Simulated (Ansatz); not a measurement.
# ScHBr2: the cost of one run

Computed with Ansatz 0.2.0 (DFT PBE, scalar-relativistic, plane waves, PAW, unless a step's input says otherwise).

## (1) Starting point

Symmetry: P4/mmm, No. 123, tetragonal system. Conventional cell: a = 4.008 Å, b = 4.008 Å, c = 5.679 Å, α = 90.00°, β = 90.00°, γ = 90.00°. Sc (site symmetry 4/mmm) has 6 Br at 2.83 to 2.84 Å as nearest neighbours. H (site symmetry 4/mmm) is surrounded by 6 Br at 2.83 to 2.84 Å. Br (site symmetry 4/mmm) is surrounded by 4 Sc at 2.83 Å and 2 H at 2.84 Å. Br (site symmetry 4/mmm) has 4 H at 2.83 Å and 2 Sc at 2.84 Å as nearest neighbours.

Structure file:

```
Sc H Br
1.0
     4.00754    0.00000    0.00000
     0.00000    4.00754    0.00000
     0.00000    0.00000    5.67919
Sc H Br
1 1 2
Cartesian
  2.0038 2.0038 2.8396
  0.0000 0.0000 0.0000
  0.0000 0.0000 2.8396
  2.0038 2.0038 0.0000
```

A structure generator made this guess: species swapped into a database cell of CaEuS2 (P4/mmm, No. 123), with H on the Ca sites, Sc on the Eu sites and Br on the S sites. Lengths come from tabulated atomic sizes and are only a guess.

## (2) The guess as it stands, on a coarse mesh

input.yaml

```yaml
crystal:
  lattice:
    - [4.00753648, 0.0, 0.0]
    - [0.0, 4.00753648, 0.0]
    - [0.0, 0.0, 5.67919288]
  atoms:
    - { symbol: Sc, position: [0.5, 0.5, 0.5] }
    - { symbol: H, position: [0.0, 0.0, 0.0] }
    - { symbol: Br, position: [0.0, 0.0, 0.5] }
    - { symbol: Br, position: [0.5, 0.5, 0.0] }
basis:
  ecutwfc: 420
kpoints:
  mp_grid: { grid: [4, 4, 4] }
hamiltonian:
  xc: pbe
scf:
  occupations: { method: gaussian, width: 0.1 }
  lower_state_search: "off"
output:
  forces: true
  stress: true
  eigenvalues: true
```

Run with:

```sh
$ ansatz run input.yaml --threads 1 --pin off --max-ram 2048MiB --backend cpu --events-out ev --progress --plain --runs-dir out
```

Q: Estimate wall time and peak memory on 1 thread of Arm Neoverse V2, shared host.

About 1.6 s, with a peak of 0.33 GiB.
